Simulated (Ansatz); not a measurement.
# Zr2O: the cost of one run

Computed with Ansatz 0.2.0 (DFT PBEsol, scalar-relativistic, plane waves, PAW, unless a step's input says otherwise).

6 further runs of the same task are left out: 4 that didn't finish, 2 set aside as unsound or not needed. Runs told in other sessions of the task aren't counted.

### Step 1. The system as given

Symmetry: Pn-3m, No. 224, cubic system. The conventional cell has a = 4.800 Å, b = 4.800 Å, c = 4.800 Å, α = 90.00°, β = 90.00°, γ = 90.00°. Zr (site symmetry -3m) is surrounded by 2 O at 2.08 Å. O (site symmetry -43m) is surrounded by 4 Zr at 2.08 Å.

Structure file:

```xyz
6
Lattice="4.8003 0.0000 0.0000 0.0000 4.8003 0.0000 0.0000 0.0000 4.8003" Properties=species:S:1:pos:R:3 pbc="T T T"
Zr    1.2001    1.2001    3.6002
Zr    3.6002    1.2001    1.2001
Zr    1.2001    3.6002    1.2001
Zr    3.6002    3.6002    3.6002
O     0.0000    0.0000    0.0000
O     2.4001    2.4001    2.4001
```

It goes back to an entry of the Materials Project, which need not be the stable form.

It is the result of an earlier relaxation at this level (volume 18.44 Å³/atom; gap on the mesh: none (metal)).

### Step 2. Zero of energy

Reference values: F = -17640.9885 eV; pressure 0.00 GPa; largest force 0.000 eV/Å; gap on the mesh none (metal). It was computed beforehand with the settings of the runs below.

### Step 3. Next: a two-dimensional strain map

The cell is strained by p along both x and y and by q along z, with fractional coordinates fixed.

### Step 4. p = -0.030, q = -0.030

File input.yaml:

```yaml
crystal:
  lattice:
    - [4.6562795393, 0.0, 0.0]
    - [0.0, 4.6562795393, 0.0]
    - [0.0, 0.0, 4.6562795393]
  atoms:
    - { symbol: Zr, position: [0.25, 0.25, 0.75] }
    - { symbol: Zr, position: [0.75, 0.25, 0.25] }
    - { symbol: Zr, position: [0.25, 0.75, 0.25] }
    - { symbol: Zr, position: [0.75, 0.75, 0.75] }
    - { symbol: O, position: [0.0, 0.0, 0.0] }
    - { symbol: O, position: [0.5, 0.5, 0.5] }
basis:
  ecutwfc: 420
kpoints:
  mp_grid: { grid: [10, 10, 10] }
hamiltonian:
  xc: pbesol
scf:
  occupations: { method: gaussian, width: 0.15 }
output:
  forces: true
  stress: true
  eigenvalues: true
```

The run is started by

```console
> ansatz run input.yaml --threads 2 --pin off --max-ram 5120MiB --backend cpu --events-out ev --progress --plain --runs-dir out
```

Q: Estimate wall time and peak memory on 2 threads of Intel Xeon Platinum 8488C (Sapphire Rapids), shared host.

About 4.4 s, with a peak of 0.51 GiB.
